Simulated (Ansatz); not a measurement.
# CH6F2SiSn: the cost of one run

The runs use Ansatz 0.2.0, Gaussian basis; functionals in def2-TZVPP, the program's frozen cores in correlated methods.

Plan: PBE-D4, r2SCAN-D4, PBE0-D4, B3LYP-D4, ωB97X-V, ωB97M-V, B2PLYP; CCSD(T)/def2-TZVPP; MP2/def2-QZVPP; extrapolation to the limit.

## Step 1: The geometry

An earlier PBE0-D4 in a triple-zeta def2 set relaxation fixed the geometry. Sn takes the def2 core potential; no spin-orbit term is included.

SMILES `[CH3][Sn]([F])([F])[SiH3]`, 11 atoms, charge 0, spin multiplicity 1.

Atoms are counted from 1 here; the program's logs count them from 0.

Bond lengths: C1–Sn2 2.119 Å, C1–H6 1.090 Å, C1–H7 1.090 Å, C1–H8 1.090 Å, Sn2–F3 1.925 Å, Sn2–F4 1.925 Å, Sn2–Si5 2.566 Å, Si5–H9 1.484 Å, Si5–H10 1.481 Å, Si5–H11 1.484 Å. Angles: Sn2–C1–H6 107.4°, Sn2–C1–H7 110.0°, Sn2–C1–H8 110.0°, H6–C1–H7 109.7°, H6–C1–H8 109.7°, H7–C1–H8 109.9°, C1–Sn2–F3 105.0°, C1–Sn2–F4 105.0°, C1–Sn2–Si5 129.0°, F3–Sn2–F4 102.3°, F3–Sn2–Si5 106.3°, F4–Sn2–Si5 106.3°, Sn2–Si5–H9 108.5°, Sn2–Si5–H10 108.2°, Sn2–Si5–H11 108.5°, H9–Si5–H10 110.9°, H9–Si5–H11 110.0°, H10–Si5–H11 110.9°.

## Step 2: PBE-D4 (GGA)

Contents of in.yaml:

```yaml
crystal:
  periodic: [false, false, false]
  atoms:
    - {symbol: C, position_ang: [-1.496485, -1.056112, 1.030028]}
    - {symbol: Sn, position_ang: [0.269802, -0.577760, -0.038078]}
    - {symbol: F, position_ang: [1.706944, -1.281088, 1.032573]}
    - {symbol: F, position_ang: [0.271834, -1.762058, -1.555893]}
    - {symbol: Si, position_ang: [1.065837, 1.702935, -0.903039]}
    - {symbol: H, position_ang: [-1.482742, -2.129172, 1.220083]}
    - {symbol: H, position_ang: [-2.372927, -0.798896, 0.436023]}
    - {symbol: H, position_ang: [-1.518630, -0.515253, 1.975615]}
    - {symbol: H, position_ang: [1.213847, 2.619069, 0.254969]}
    - {symbol: H, position_ang: [2.363274, 1.508549, -1.591168]}
    - {symbol: H, position_ang: [0.044646, 2.232587, -1.840515]}
basis:
  gaussian: {orbitals: def2-TZVPP}
hamiltonian: {xc: pbe, dispersion: d4}
output: {forces: true, orbitals: {seedname: orbitals}}
```

Command:

```console
$ ansatz run in.yaml --threads 2 --pin off --events-out ev --progress --plain --max-ram 22528MiB --backend cpu
```

What time and memory should one allow on 2 threads of AMD EPYC 7R13, shared host?

About 3.9 s, with a peak of 0.41 GiB.
